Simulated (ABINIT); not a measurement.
The system is GeCN2.

```xyz
4
Lattice="1.7938 1.0356 4.9220 -1.7938 1.0356 4.9220 0.0000 -2.0713 4.9220" Properties=species:S:1:pos:R:3 pbc="T T T"
Ge    0.0000    0.0000    0.0000
N     0.0000    0.0000    8.6219
N     0.0000    0.0000    6.1440
C     0.0000    0.0000    7.3829
```

The cell comes from a database or a generator and needn't be the stable form of this composition.

Base run:

- Program: ABINIT 10.8.3 (patched build)
- Functional: PBE
- Potentials or basis: JTH PAW PBE v2.0
- Cutoff: 707 eV
- k mesh: 9 × 9 × 9
- Occupations: fermi-dirac, width 0.05 eV
- Spin: no spin polarisation

Its results: band gap on the k mesh 1.12 eV, indirect (least direct gap 1.96 eV); pressure 0.1 GPa; largest force 0.098 eV/Å.

**Question.** The run is repeated on the same cell with these changes: functional from PBE to PBEsol. What comes out?

**Answer.** Band gap on the k mesh 1.00 eV, indirect (least direct gap 1.83 eV); pressure -3.2 GPa; largest force 0.023 eV/Å.

PBEsol binds more tightly than PBE, so the same cell stands under less pressure.

Caveats: an odd mesh through Γ misses points on the zone boundary, where band edges often lie (some runs); the PAW data sets were made with another functional, which shifts forces and pressure a little (some runs).

Not every run made on this cell is shown here.
